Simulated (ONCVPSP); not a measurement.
# Germanium: generating and testing an ONCV potential

Aim: build the potential from the settings below, then test how well it stands in for the atom: other configurations, scattering, ghost states and the plane-wave cutoff that it needs.

The numbers are computed with ONCVPSP 4.0.1.1 (patched build) (LDA (Perdew-Wang 92), scalar-relativistic, spin-unpolarised reference atom).

### Step 1. The design

Typed settings, in words:

* element: germanium (Ge, Z = 32)
* type: optimised norm-conserving Vanderbilt (ONCV)
* frozen core: [Ne]
* valence charge: 22
* reference configuration: 3s2 3p6 3d10 4s2 4p2
* partial waves: 3s+4s: rc 1.05 bohr, ncon 4, nbas 8, qcut 13.6 1/bohr, 3 projectors, debl 1.6 Ha; 3p+4p: rc 1.20 bohr, ncon 4, nbas 7, qcut 14.2 1/bohr, 3 projectors, debl 2.8 Ha; 3d: rc 1.00 bohr, ncon 4, nbas 8, qcut 12.7 1/bohr, local
* local potential: the d channel
* core correction: Teter function, fcfact 4.25, rcfact 1.15

### Step 2. The generation run

Ge.dat reads:

```
# ATOM AND REFERENCE CONFIGURATION
# atsym  z   nc   nv     iexc    psfile
  Ge 32.00    3    5  -001012      upf
#
#   n    l    f
    1    0    2.00
    2    0    2.00
    2    1    6.00
    3    0    2.00
    3    1    6.00
    3    2   10.00
    4    0    2.00
    4    1    2.00
#
# PSEUDOPOTENTIAL AND OPTIMIZATION
# lmax
    2
#
#   l,   rc,      ep,       ncon, nbas, qcut
    0    1.05    0.00    4    8   13.60
    1    1.20    0.00    4    7   14.20
    2    1.00    0.00    4    8   12.70
#
# LOCAL POTENTIAL
# lloc, lpopt,  rc(5),   dvloc0
    2    5    1.00    0.00
#
# VANDERBILT-KLEINMAN-BYLANDER PROJECTORs
# l, nproj, debl
    0    3    1.60
    1    3    2.80
    2    0    3.30
#
# MODEL CORE CHARGE
# icmod, fcfact, rcfact
    3    4.25    1.15
#
# LOG DERIVATIVE ANALYSIS
# epsh1, epsh2, depsh
   -8.00    5.00    0.04
#
# OUTPUT GRID
# rlmax, drl
    6.00    0.01
#
# TEST CONFIGURATIONS
# ncnf
    4
# nvcnf
#   n    l    f
    5
    3    0    2.00
    3    1    6.00
    3    2   10.00
    4    0    2.00
    4    1    1.00
#
    5
    3    0    2.00
    3    1    6.00
    3    2   10.00
    4    0    2.00
    4    1    0.00
#
    5
    3    0    2.00
    3    1    6.00
    3    2   10.00
    4    0    1.00
    4    1    0.00
#
    5
    3    0    1.00
    3    1    6.00
    3    2   10.00
    4    0    2.00
    4    1    2.00
#
```

Command:

```console
$ oncvpsp.x < Ge.dat > Ge.out
```

What the program wrote to Ge.out (without the consistency checks and plot data):

```text
ONCVPSP  (Optimized Norm-Conservinng Vanderbilt PSeudopotential)
scalar-relativistic version 4.0.1.1, modified

#   n    l    f        energy (Ha)
    1    0    2.00    -4.0208007E+02
    2    0    2.00    -5.0326278E+01
    2    1    6.00    -4.4027711E+01
    3    0    2.00    -6.1642947E+00
    3    1    6.00    -4.2403417E+00
    3    2   10.00    -1.0862891E+00
    4    0    2.00    -4.3899520E-01
    4    1    2.00    -1.4871438E-01

Reference configufation results
  iterations    27
  all-electron total energy (Ha)   -2.09589946D+03

Begin loop to  construct optimized pseudo wave functions
and semi-local pseudopoentials for all angular momenta

   Wellstate for l =  0  n =  5
     eigenvalue =   1.1610
     asymptotic potential =   1.6610
     half-point radius =  2.9556

Calculating optimized projector #   1

 for l=   0

    Fraction of norm inside rc  0.949334
    Optimizing pswf for qcut=  13.61 a_B^-1,  ecut=  92.64 Ha
    Residual kinetic energy error=  1.08D-07 Ha

    Energy error per electron        Cutoff
         Ha          eV             Ha
         0.01000     0.27211       44.11
         0.00100     0.02721       58.35
         0.00010     0.00272       69.44
         0.00001     0.00027       78.60

Calculating optimized projector #   2

 for l=   0

    Fraction of norm inside rc  0.055282
    Optimizing pswf for qcut=  13.61 a_B^-1,  ecut=  92.64 Ha
    Residual kinetic energy error=  1.54D-07 Ha

    Energy error per electron        Cutoff
         Ha          eV             Ha
         0.01000     0.27211       32.39
         0.00100     0.02721       52.74
         0.00010     0.00272       66.56
         0.00001     0.00027       77.67

Calculating optimized projector #   3

 for l=   0

    Fraction of norm inside rc  0.044198
    Optimizing pswf for qcut=  13.61 a_B^-1,  ecut=  92.64 Ha
    Residual kinetic energy error=  1.95D-07 Ha

    Energy error per electron        Cutoff
         Ha          eV             Ha
         0.01000     0.27211       31.96
         0.00100     0.02721       52.99
         0.00010     0.00272       67.22
         0.00001     0.00027       78.78

   Wellstate for l =  1  n =  5
     eigenvalue =   2.6513
     asymptotic potential =   3.1513
     half-point radius =  2.3704

Calculating optimized projector #   1

 for l=   1

    Fraction of norm inside rc  0.964123
    Optimizing pswf for qcut=  14.19 a_B^-1,  ecut= 100.75 Ha
    Residual kinetic energy error=  1.72D-08 Ha

    Energy error per electron        Cutoff
         Ha          eV             Ha
         0.01000     0.27211       46.93
         0.00100     0.02721       58.81
         0.00010     0.00272       68.93
         0.00001     0.00027       77.65

Calculating optimized projector #   2

 for l=   1

    Fraction of norm inside rc  0.036766
    Optimizing pswf for qcut=  14.19 a_B^-1,  ecut= 100.75 Ha
    Residual kinetic energy error=  4.59D-10 Ha

    Energy error per electron        Cutoff
         Ha          eV             Ha
         0.01000     0.27211       31.94
         0.00100     0.02721       46.03
         0.00010     0.00272       58.63
         0.00001     0.00027       69.54

Calculating optimized projector #   3

 for l=   1

    Fraction of norm inside rc  0.100290
    Optimizing pswf for qcut=  14.19 a_B^-1,  ecut= 100.75 Ha
    Residual kinetic energy error=  4.18D-09 Ha

    Energy error per electron        Cutoff
         Ha          eV             Ha
         0.01000     0.27211       39.46
         0.00100     0.02721       53.11
         0.00010     0.00272       65.24
         0.00001     0.00027       75.63

Calculating optimized projector #   1

 for l=   2

    Fraction of norm inside rc  0.796412
    Optimizing pswf for qcut=  12.69 a_B^-1,  ecut=  80.51 Ha
    Residual kinetic energy error=  1.59D-03 Ha

    Energy error per electron        Cutoff
         Ha          eV             Ha
         0.01000     0.27211       70.55
         0.00100     0.02721       98.22
         0.00010     0.00272      233.32
         0.00001     0.00027      317.23

Construct Vanderbilt / Kleinmman-Bylander projectors

B matrix Hermiticity error, ll=   0
   1   2    1.0234E-03
   1   3   -1.1161E-03
   2   3    8.1840E-05

  Orthonormal projector coefficients  3.2842E+01  1.1997E+01 -2.4102E+00

B matrix Hermiticity error, ll=   1
   1   2    4.6883E-04
   1   3   -1.1312E-03
   2   3    1.2500E-04

  Orthonormal projector coefficients  1.4608E+01  7.6615E+00 -2.2578E+00

Model core correction analysis
  based on d2Exc/dn_idn_j

d2excae - all-electron derivatives

   -4.420613D-02   -4.182274D-02   -3.443920D-02   -3.128367D-03
   -1.445651D-03
   -4.182282D-02   -4.066841D-02   -3.380097D-02   -3.634294D-03
   -1.676353D-03
   -3.443941D-02   -3.380110D-02   -3.243241D-02   -6.296945D-03
   -3.032316D-03
   -3.128354D-03   -3.634231D-03   -6.296516D-03   -2.897478D-02
   -2.278963D-02
   -1.445663D-03   -1.676354D-03   -3.032206D-03   -2.278919D-02
   -2.449923D-02

d2excps - pseudofunction derivatives with no core correction

   -4.971973D-02   -4.514018D-02   -3.784482D-02   -3.815287D-03
   -1.721979D-03
   -4.514051D-02   -4.332524D-02   -3.788527D-02   -3.987876D-03
   -1.848396D-03
   -3.784501D-02   -3.788537D-02   -3.529510D-02   -6.365234D-03
   -3.123847D-03
   -3.815388D-03   -3.987826D-03   -6.364807D-03   -2.903647D-02
   -2.281052D-02
   -1.722015D-03   -1.848404D-03   -3.123739D-03   -2.281008D-02
   -2.450743D-02

rms 2nd derivative error    2.241977E-03

rmatch, rhocmatch    0.3134  109.3308

Teter function model core charge with specified parameters

d2excps - pseudofunction derivatives with core correction

   -4.404650D-02   -4.227660D-02   -3.676449D-02   -3.323826D-03
   -1.575832D-03
   -4.227662D-02   -4.154707D-02   -3.711072D-02   -3.742813D-03
   -1.759341D-03
   -3.676457D-02   -3.711079D-02   -3.490556D-02   -6.274514D-03
   -3.086011D-03
   -3.323814D-03   -3.742751D-03   -6.274086D-03   -2.899383D-02
   -2.279798D-02
   -1.575844D-03   -1.759344D-03   -3.085902D-03   -2.279754D-02
   -2.450295D-02

rms 2nd derivative error    1.268109E-03

Pseudoatom total energy -288.884964

Diagnostic tests using Vanderbilt-Kleinman-Bylander pseudopotentials
  1 or more projectors used as specified by nproj input data

   l    rcore       rmatch      e in        delta e   norm test  slope test

   0   1.0555193   1.0875672  -6.1642947   0.0000097   1.0003148   1.0002929
   0   1.0555193   1.0875672  -0.4389952   0.0000172   1.0000747   1.0000610
   0   1.0555193   1.0875672   1.1610048   0.0001215   1.0004544   1.0004544

   1   1.2039869   1.2405425  -4.2403417   0.0000064   1.0002826   1.0002753
   1   1.2039869   1.2405425  -0.1487144   0.0000106   1.0000759   1.0000562
   1   1.2039869   1.2405425   2.6512856   0.0001409   1.0003461   1.0003461

   2   1.0001943   1.0305623  -1.0862891  -0.0000138   0.9999949   1.0000251

 Testing for bound ghosts
   n   l    E NL Schr. Eq   E Basis Diag.   E Cutoff

   1   0       -6.164285       -6.164273    314.65
   2   0       -0.438978       -0.274240    314.65

   2   1       -4.240335       -4.240207    210.17
   3   1       -0.148704        0.037207    210.17

 Testing for highly-localized positive-energy ghosts
       l    <radius>/rc     E Basis Diag.   E Cutoff

       0        0.823261       35.984644    314.65  WARNING - GHOST(+)

Test configuration 0

   n   l     f        eae           eps        diff
   1   0  2.0000 -402.08006791
   2   0  2.0000  -50.32627815
   2   1  6.0000  -44.02771123
   3   0  2.0000   -6.16429471   -6.16428501    9.70D-06
   3   1  6.0000   -4.24034169   -4.24033526    6.43D-06
   3   2 10.0000   -1.08628908   -1.08630284   -1.38D-05
   4   0  2.0000   -0.43899520   -0.43897804    1.72D-05
   4   1  2.0000   -0.14871438   -0.14870378    1.06D-05

    Total energies and differences
      AE_ref= -2.09589946D+03  AE_tst= -2.09589946D+03  dif=  0.00D+00
      PS_ref= -2.88884964D+02  PS_tst= -2.88884964D+02  dif=  2.27D-13
      PSP excitation error= -2.27D-13

Test configuration 1

   n   l     f        eae           eps        diff
   1   0  2.0000 -402.41701054
   2   0  2.0000  -50.66024650
   2   1  6.0000  -44.36208384
   3   0  2.0000   -6.49803710   -6.49814375   -1.07D-04
   3   1  6.0000   -4.57407500   -4.57413470   -5.97D-05
   3   2 10.0000   -1.41913436   -1.41929000   -1.56D-04
   4   0  2.0000   -0.74021131   -0.74018628    2.50D-05
   4   1  1.0000   -0.42146137   -0.42144151    1.99D-05

    Total energies and differences
      AE_ref= -2.09589946D+03  AE_tst= -2.09561905D+03  dif=  2.80D-01
      PS_ref= -2.88884964D+02  PS_tst= -2.88604528D+02  dif=  2.80D-01
      PSP excitation error= -2.31D-05

Test configuration 2

   n   l     f        eae           eps        diff
   1   0  2.0000 -402.82842097
   2   0  2.0000  -51.06508515
   2   1  6.0000  -44.76777488
   3   0  2.0000   -6.90192104   -6.90244694   -5.26D-04
   3   1  6.0000   -4.97785661   -4.97817863   -3.22D-04
   3   2 10.0000   -1.82088312   -1.82139642   -5.13D-04
   4   0  2.0000   -1.08894223   -1.08891786    2.44D-05

    Total energies and differences
      AE_ref= -2.09589946D+03  AE_tst= -2.09504172D+03  dif=  8.58D-01
      PS_ref= -2.88884964D+02  PS_tst= -2.88027146D+02  dif=  8.58D-01
      PSP excitation error= -7.93D-05

Test configuration 3

   n   l     f        eae           eps        diff
   1   0  2.0000 -403.35892087
   2   0  2.0000  -51.58296644
   2   1  6.0000  -45.28677520
   3   0  2.0000   -7.41979906   -7.42206771   -2.27D-03
   3   1  6.0000   -5.49515852   -5.49668868   -1.53D-03
   3   2 10.0000   -2.33293259   -2.33462036   -1.69D-03
   4   0  1.0000   -1.50292907   -1.50298684   -5.78D-05

    Total energies and differences
      AE_ref= -2.09589946D+03  AE_tst= -2.09374760D+03  dif=  2.15D+00
      PS_ref= -2.88884964D+02  PS_tst= -2.86732868D+02  dif=  2.15D+00
      PSP excitation error= -2.30D-04

Test configuration 4

   n   l     f        eae           eps        diff
   1   0  2.0000 -403.06781404
   2   0  2.0000  -51.19978123
   2   1  6.0000  -44.91111085
   3   0  1.0000   -6.94653823   -6.97917734   -3.26D-02
   3   1  6.0000   -5.01374501   -5.03659535   -2.29D-02
   3   2 10.0000   -1.82871701   -1.84029571   -1.16D-02
   4   0  2.0000   -0.84723843   -0.84847840   -1.24D-03
   4   1  2.0000   -0.49267711   -0.49308392   -4.07D-04

    Total energies and differences
      AE_ref= -2.09589946D+03  AE_tst= -2.08935614D+03  dif=  6.54D+00
      PS_ref= -2.88884964D+02  PS_tst= -2.82324313D+02  dif=  6.56D+00
      PSP excitation error= -1.73D-02
```

Wall time 6 s (1 thread of Neoverse-N1, shared host).

All-electron and pseudo partial waves u(r) = r·R(r), from the program's wave files:

```tsv
r (bohr)	3s AE	3s PS	3p AE	3p PS
0.060	0.0133	0.1830	-0.5069	0.0452
0.120	-0.6985	0.3686	-0.7074	0.1734
0.180	-0.6513	0.5566	-0.4138	0.3646
0.240	-0.1641	0.7429	0.0788	0.5905
0.300	0.4070	0.9191	0.5580	0.8196
0.360	0.8793	1.0742	0.9303	1.0233
0.420	1.1960	1.1963	1.1741	1.1804
0.480	1.3634	1.2758	1.3022	1.2791
0.540	1.4141	1.3082	1.3412	1.3182
0.600	1.3829	1.2941	1.3170	1.3043
0.660	1.2993	1.2388	1.2513	1.2483
0.720	1.1868	1.1521	1.1613	1.1637
0.780	1.0618	1.0450	1.0590	1.0630
0.840	0.9350	0.9284	0.9531	0.9563
0.900	0.8133	0.8113	0.8489	0.8507
0.960	0.7005	0.7001	0.7500	0.7506
1.020	0.5987	0.5985	0.6581	0.6582
1.080	0.5083	0.5082	0.5744	0.5743
1.140	0.4293	0.4292	0.4991	0.4990
1.200	0.3610	0.3608	0.4320	0.4319
1.260	0.3023	0.3022	0.3728	0.3727
1.320	0.2524	0.2523	0.3208	0.3207
1.380	0.2101	0.2101	0.2754	0.2753
1.440	0.1745	0.1744	0.2359	0.2359
1.500	0.1446	0.1446	0.2018	0.2018
1.560	0.1196	0.1196	0.1724	0.1723
```

Densities times 4π (e/bohr³); a dash where the program caps the true core:

```tsv
r (bohr)	pseudo valence	true core	model core
0.060	23.85	–	425.5
0.180	54.47	–	207
0.300	104.2	142.3	43.46
0.420	128.7	13.01	2.557
0.540	105.8	1.111	0.000701
0.660	63.58	0.09149	0.003148
0.780	31.96	0.007636	0.0004257
0.900	16.02	0.0006371	1.01e-06
1.020	8.647	5.409e-05	2.384e-05
1.140	4.958	4.679e-06	0
1.260	3.058	4.2e-07	0
1.380	2.039	0	0
1.500	1.458	0	0
```

### Step 3. The configuration tests of the same run

Energies count from the reference configuration 3s2 3p6 3d10 4s2 4p2; the error is all-electron less pseudo.

```csv
valence configuration,charge,ΔE all-electron (eV),error AE − PS (meV)
3s2 3p6 3d10 4s2 4p1,+1,7.630,-0.6
3s2 3p6 3d10 4s2 4p0,+2,23.340,-2.2
3s2 3p6 3d10 4s1 4p0,+3,58.555,-6.3
3s1 3p6 3d10 4s2 4p2,+1,178.054,-471
```

### Step 4. Logarithmic derivatives

Taken from the files of the generation run. The phase is arctan(r·R′/R) of the radial function R, unwrapped, with energies in Ha. A pole is an energy at which the radial function vanishes at the test radius. The pseudo phase is shifted by a multiple of π to meet the all-electron one at the reference energy. Levels narrower than the energy grid can be missing from the poles. The last column is the largest difference on the grid between −0.5 and +0.5 Ha.

| channel | radius (bohr) | reference (Ha) | poles AE | poles PS | window around the reference with phases within 0.05 rad (Ha) | largest difference near zero (rad) |
| --- | --- | --- | --- | --- | --- | --- |
| s | 1.07 | -0.44 | -5.26 | -5.26 | the whole range | 0.000 |
| p | 1.22 | -0.15 | -3.77 | -3.77 | the whole range | 0.000 |
| d | 1.01 | -1.09 | 0.41 | 0.62 | -2.0 to 1.2 | 0.026 |

Phases (rad) along the scan:

```tsv
E (Ha)	d AE	d PS	p AE	p PS
-7.96	1.218	1.240	1.241	1.241
-7.24	1.190	1.215	1.198	1.198
-6.52	1.153	1.183	1.126	1.126
-5.80	1.105	1.141	0.973	0.974
-5.08	1.038	1.082	0.384	0.384
-4.36	0.936	0.992	-1.210	-1.210
-3.64	0.762	0.836	-1.608	-1.608
-2.92	0.420	0.516	-1.751	-1.751
-2.20	-0.242	-0.170	-1.847	-1.847
-1.48	-0.926	-0.919	-1.940	-1.940
-0.76	-1.293	-1.291	-2.053	-2.053
-0.04	-1.488	-1.471	-2.216	-2.216
0.68	-1.613	-1.578	-2.482	-2.482
1.40	-1.711	-1.653	-2.931	-2.931
2.12	-1.802	-1.714	-3.505	-3.505
2.84	-1.899	-1.767	-3.942	-3.942
3.56	-2.017	-1.819	-4.197	-4.197
4.28	-2.182	-1.875	-4.347	-4.347
5.00	-2.434	-1.938	-4.445	-4.445
```

### Step 5. Convergence and ghost test

From the same output: the cutoffs (Ha) at which the residual kinetic energy of the hardest occupied pseudo-wave falls to 1 and 0.1 mHa per electron are 98 Ha and 233 Ha.

The program's own ghost test: no bound ghost flagged; GHOST(+) flagged for s at 979.2 eV.

Cutoff (Ha) at which the first wave of each channel reaches a given error (Ha per electron):

```tsv
error	s	p	d
1.0e-02	44.1	46.9	70.6
3.2e-03	51.9	53.2	76.3
1.0e-03	58.4	58.8	98.2
3.2e-04	64.4	64.2	201.8
1.0e-04	69.4	68.9	233.3
3.2e-05	74.3	73.4	252.9
1.0e-05	78.6	77.6	317.2
```

### Step 6. Outcome

```
                                                quantity                               value
  cutoffs for 1 and 0.1 mHa per electron, occupied waves                    98 Ha and 233 Ha
                                            bound ghosts                          none found
                                          GHOST(+) flags                         s at 979 eV
                            largest test error (AE − PS)  -471 meV, for 3s1 3p6 3d10 4s2 4p2
largest phase difference near zero energy, channels read                           0.026 rad
 rms error of d²Exc/dn², without and with the model core                   2.24 and 1.27 mHa
```

**Reading.** By total energies transferability is fair for so large an energy: the largest error is 471 meV on 178.1 eV, for 3s1 3p6 3d10 4s2 4p2. That test lies far up in energy; among those under 40 eV, nearer to bonding, the largest error is 2.2 meV. It counts as very hard, with 98 Ha needed at the looser tolerance. At the looser tolerance the 3d wave is the slowest; 3p needs 59 Ha. It is free of bound ghosts as far as tested. Near zero energy the phases of the channels with partial waves agree within 0.026 rad. The program also flags highly localised states, GHOST(+) (s). These are tests on the free atom; a crystal test is still owed.
